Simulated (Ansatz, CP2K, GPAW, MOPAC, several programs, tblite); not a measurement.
Many methods on one cell: SnO2 (rutile)

SnO2 built on the rutile prototype, relaxed with r2SCAN in Ansatz, was computed with several methods. It is tetragonal, P4_2/mnm (No. 136); conventional cell a = 4.761 Å, c = 3.200 Å, 12.09 Å³ an atom. Sn is surrounded by 6 O at 2.06–2.07 Å; O is surrounded by 3 Sn at 2.06–2.07 Å. Calculated for a static, non-magnetic cell.

```
Sn O
1.0
     4.76057    0.00000    0.00000
     0.00000    4.76057    0.00000
     0.00000    0.00000    3.20008
Sn O
2 4
Cartesian
  0.0000 0.0000 0.0000
  2.3803 2.3803 1.6000
  1.4562 1.4562 0.0000
  0.9241 3.8364 1.6000
  3.8364 0.9241 1.6000
  3.3044 3.3044 0.0000
```

Gaps and times are for a single point on this cell; volume and bulk modulus come from each method's own relaxation or energy curve at fixed shape, which is too stiff where a cell has free coordinates or axes. Times are rough, from shared hosts (Intel Xeon 6975P-C), and each method has its own mesh and cell size. A dagger marks a closed or tiny gap in a crystal that DFT finds insulating: a failure of the method or a wrong SCF state. A double dagger marks a value from a curve with shape and coordinates held. PM6 (MOPAC), PM7 (MOPAC), GFN1-xTB (tblite) treat a cluster of cells at its zone centre, which samples few k points: where these miss a band edge, the gap comes out too large for that reason alone. Gaps from k meshes are read at a limited set of points (mesh, symmetry points, PBE's band edges), so each method's own least gap may be somewhat smaller. xTB and the PM methods were fitted mostly to molecules, and can miss a solid's gap by electronvolts. Minimal bases can be far off for gaps. GLLB-SC's gap includes the derivative discontinuity. d marks a direct gap, i an indirect one (no mark: not told apart), a dash a value that wasn't computed or didn't pass its checks.

```csv
method,kind,gap (eV),own volume (Å³/atom),bulk modulus (GPa),atoms computed,processor time
light PBE (260 eV and a coarse mesh),light plane-wave,0.87 d,–,–,6,0.71 s
GFN1-xTB (tblite),tight binding,0.00†,11.07‡,132‡,72,2.3 s
PM7 (MOPAC),semi-empirical,9.25,11.43‡,261‡,72,2.3 s
PM6 (MOPAC),semi-empirical,6.80,–,–,72,2.5 s
PBE,semilocal,1.10 d,12.58,182‡,6,3.5 s
r2SCAN,semilocal,1.77 d,12.09,216‡,6,7.6 s
PBE/SZV (CP2K),small basis,0.25 d,–,–,6,8.4 s
GLLB-SC (GPAW),model potential,2.88,–,–,6,18 s
PBE/DZVP (CP2K),small basis,0.90 d,–,–,6,24 s
```

Against r2SCAN (1.77 eV) and with closed or daggered gaps left aside, the nearest gap at the points sampled is that of PBE (-0.67 eV) and the farthest that of PM7 (MOPAC) (+7.48 eV). r2SCAN is only a yardstick of convenience: semilocal gaps usually lie below measured ones, which GLLB-SC and hybrids aim to mend.

Volumes against r2SCAN's: PBE +4.1 %.

Runs without a result: GFN2-xTB (tblite) (single point).

No spin-orbit coupling is included; it can move band edges with weight on the heavy atoms by tenths of an eV.
